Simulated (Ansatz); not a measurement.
**Molecular dynamics of WC**

Input file:

```yaml
accuracy: low
crystal:
  lattice:
    - [-2.900765, -5.024272, 0.0]
    - [4.351147, -2.512136, 0.0]
    - [0.0, 0.0, 5.694056]
  atoms:
    - { symbol: W, position: [0.75, 0.5, 0.0] }
    - { symbol: C, position: [0.5, 0.6666667, 0.25] }
    - { symbol: W, position: [0.75, 0.5, 0.5] }
    - { symbol: C, position: [0.5, 0.6666667, 0.75] }
    - { symbol: W, position: [0.5, 0.0, 0.0] }
    - { symbol: C, position: [0.25, 0.1666667, 0.25] }
    - { symbol: W, position: [0.5, 0.0, 0.5] }
    - { symbol: C, position: [0.25, 0.1666667, 0.75] }
    - { symbol: W, position: [0.25, 0.5, 0.0] }
    - { symbol: C, position: [0.0, 0.6666667, 0.25] }
    - { symbol: W, position: [0.25, 0.5, 0.5] }
    - { symbol: C, position: [0.0, 0.6666667, 0.75] }
    - { symbol: W, position: [0.0, 0.0, 0.0] }
    - { symbol: C, position: [0.75, 0.1666667, 0.25] }
    - { symbol: W, position: [0.0, 0.0, 0.5] }
    - { symbol: C, position: [0.75, 0.1666667, 0.75] }
basis:
  ecutwfc: 420.0
kpoints:
  mp_grid: { grid: [2, 2, 2] }
hamiltonian:
  xc: lda
  pseudopotentials: { kind: paw, azcp: { folder: soft_1 } }
scf:
  occupations: { method: fermi_dirac, width: 0.36 }
  lower_state_search: "off"
md:
  timestep: 0.75
  n_steps: 250
  ensemble: nvt_langevin
  temperature: 4200.0
  initial_velocities: maxwell_boltzmann
  seed: 123619
  friction: 0.02
```

Launched with:

```bash
$ ansatz run input.yaml --threads 1 --pin off --max-ram 3072MiB --backend cpu --events-out ev --progress --plain --runs-dir out
```

It starts from an unrelaxed structure (largest force component 0.06 eV/Å).

Output, in part (step lines):

```
md step     0: t =     0.00 fs  T =  3937.5 K  F+E_penalty+E_count = -82993.42773370 eV  E_kin = 8.143380 eV  (9 SCF iters)
md step     1: t =     0.75 fs  T =  3513.6 K  F+E_penalty+E_count = -82993.38975575 eV  E_kin = 7.266605 eV  (7 SCF iters)
md step     2: t =     1.50 fs  T =  3373.5 K  F+E_penalty+E_count = -82993.27205289 eV  E_kin = 6.976978 eV  (7 SCF iters)
md step     3: t =     2.25 fs  T =  3324.7 K  F+E_penalty+E_count = -82993.07611679 eV  E_kin = 6.875999 eV  (6 SCF iters)
md step     4: t =     3.00 fs  T =  3212.0 K  F+E_penalty+E_count = -82992.80532952 eV  E_kin = 6.642905 eV  (6 SCF iters)
md step     5: t =     3.75 fs  T =  3291.6 K  F+E_penalty+E_count = -82992.46831595 eV  E_kin = 6.807527 eV  (5 SCF iters)
md step     6: t =     4.50 fs  T =  3152.7 K  F+E_penalty+E_count = -82992.07224407 eV  E_kin = 6.520363 eV  (5 SCF iters)
md step     7: t =     5.25 fs  T =  3128.2 K  F+E_penalty+E_count = -82991.61851966 eV  E_kin = 6.469707 eV  (5 SCF iters)
[... lines left out ...]
md step   249: t =   186.75 fs  T =  4446.8 K  F+E_penalty+E_count = -82985.44380273 eV  E_kin = 9.196642 eV  (6 SCF iters)
md step   250: t =   187.50 fs  T =  4130.5 K  F+E_penalty+E_count = -82985.47470845 eV  E_kin = 8.542582 eV  (7 SCF iters)
```

The steps, from the saved trajectory:

```csv
time (fs),T (K),potential energy less start (eV)
0.0,3938,0.000
6.0,2871,2.314
12.0,1738,5.341
18.0,2672,4.312
24.0,3751,2.943
30.0,2992,4.911
36.0,1328,8.035
42.0,2694,7.225
48.0,4307,5.936
54.0,3864,8.277
60.0,3117,9.569
66.0,3651,9.185
72.0,4032,8.864
78.0,4026,9.363
84.0,4230,10.031
90.0,4497,9.212
96.0,3780,9.132
102.0,3475,9.934
108.0,4313,10.412
114.0,4116,9.290
120.0,5398,7.374
126.0,5707,7.532
132.0,4343,7.589
138.0,4501,7.545
144.0,4741,7.688
150.0,4786,7.106
156.0,4944,6.572
162.0,5090,8.314
168.0,3685,11.486
174.0,3297,12.671
180.0,4301,9.456
186.0,4290,8.030
```

The run went to its last step. A run of 0.19 ps of so small a system gives no equilibrium averages. Limits of this set-up: coarse k mesh, PAW files made for another functional, low accuracy level.

Mean squared displacements from the first frame to the last, about the centre of mass: W 0.04 Å², C 0.05 Å².

Last frame:

```xyz
16
Lattice="-2.9008 -5.0243 0.0000 4.3511 -2.5121 0.0000 0.0000 0.0000 5.6941" Properties=species:S:1:pos:R:3
W 0.107 -4.971 0.110
C 1.541 -3.990 1.511
W 0.285 -5.053 2.852
C 1.676 -4.157 4.357
W -1.213 -2.446 0.163
C 0.375 -1.554 1.462
W -1.296 -2.322 2.970
C 0.138 -1.376 4.324
W 1.502 -2.428 0.214
C 3.251 -1.419 1.389
W 1.431 -2.432 2.759
C 3.019 -1.386 4.408
W 0.446 0.080 0.277
C -1.111 -4.065 1.777
W 0.180 0.288 2.860
C -1.424 -3.816 4.359
```

The run took 9.4 min on 1 thread of Intel(R) Xeon(R) 6975P-C (Granite Rapids), with other jobs on the host, peak memory 0.59 GiB.
